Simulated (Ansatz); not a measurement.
# FH₂InO: taking an electron away

Aim: the vertical ionisation energy of FH₂InO, as cation minus neutral at the neutral's geometry, on several levels, and how well −ε(HOMO) stands in for it.

Program: Ansatz 0.2.0, Gaussian basis. Level of theory: unrestricted cation, the program's frozen cores in correlated methods. These are calculated values, not measurements.

Levels to be run: UKS PBE-D4/def2-TZVPP; UKS r2SCAN-D4/def2-TZVPP; UKS PBE0-D4/def2-TZVPP; UKS B3LYP-D4/def2-TZVPP; UKS wB97X-V/def2-TZVPP; UKS wB97M-V/def2-TZVPP; UKS B2PLYP/def2-TZVPP; UHF-CCSD(T)/def2-TZVPP; UHF-MP2/def2-QZVPP; extrapolation to the limit; then −ε(HOMO) from the neutral's earlier runs with LDA (SPW92), PBE-D4, revPBE-D4, BLYP-D4, r2SCAN-D4, B97M-V, PBE0-D4, B3LYP-D4, r2SCANh-D4, r2SCAN0-D4, HSE06-D4, BHLYP-D4, CAM-B3LYP-D4, LC-ωPBE, ωB97X-V, ωB97M-V.

**1. The geometry**

All runs share one geometry, relaxed beforehand with PBE0-D4 in a triple-zeta def2 set. In takes the def2 core potential; no spin-orbit term is included.

SMILES `[OH][InH][F]`, 5 atoms, charge 0, spin multiplicity 1.

Atoms are counted from 1 here; the program's logs count them from 0.

Bond lengths: O1–In2 1.966 Å, O1–H4 0.960 Å, In2–F3 1.944 Å, In2–H5 1.691 Å. Angles: In2–O1–H4 113.6°, O1–In2–F3 106.4°, O1–In2–H5 133.9°, F3–In2–H5 119.7°.

**2. Cation, UKS PBE-D4/def2-TZVPP**

Input file in.yaml:

```yaml
crystal:
  periodic: [false, false, false]
  atoms:
    - {symbol: O, position_ang: [-1.279452, -0.345914, -0.577374]}
    - {symbol: In, position_ang: [0.480065, 0.042509, 0.210023]}
    - {symbol: F, position_ang: [1.185877, -1.654657, 0.841508]}
    - {symbol: H, position_ang: [-1.725207, 0.429769, -0.925736]}
    - {symbol: H, position_ang: [1.388517, 1.454693, 0.410179]}
basis:
  gaussian: {orbitals: def2-TZVPP}
total_charge: 1
magnetization: {spin_polarized: true, initial_magnetization: 1}
hamiltonian: {xc: pbe, dispersion: d4}
```

The runs that follow: Cation, UKS r2SCAN-D4/def2-TZVPP; Cation, UKS PBE0-D4/def2-TZVPP; Cation, UKS B3LYP-D4/def2-TZVPP; Cation, UKS wB97X-V/def2-TZVPP; Cation, UKS wB97M-V/def2-TZVPP; Cation, UKS B2PLYP (frozen core)/def2-TZVPP; Cation, UHF-CCSD(T)/def2-TZVPP; Cation, UHF-MP2/def2-QZVPP.

**Question.** What will the summary of the whole plan be? Wanted: ionisation energy, CCSD(T)/CBS; nearest functional by difference; nearest −ε(HOMO); −ε(HOMO) of PBE; T1 of the cation.

The runs gave:

| quantity | value |
| --- | --- |
| ionisation energy, CCSD(T)/CBS | 11.69 eV |
| nearest functional by difference | B2PLYP (-0.18 eV) |
| nearest −ε(HOMO) | LC-ωPBE (+0.07 eV) |
| −ε(HOMO) of PBE | 7.25 eV |
| T1 of the cation | 0.018 |

In words: By cation minus neutral, the functionals miss by 0.83 eV at most. −ε(HOMO) of PBE misses by 4.4 eV, since self-interaction lifts the level. Among orbital estimates LC-ωPBE comes nearest. Hartree-Fock falls 1.92 eV short, as the neutral has more correlation energy than the cation. The cation may have settled in a state other than its lowest; no search over hole states beyond the program's own was made. Correlated methods include outer-core shells of In, which these sets cover unevenly. With outer-core shells in play the reference is unsure by up to some tenths of an eV, so close misses can't be ranked.
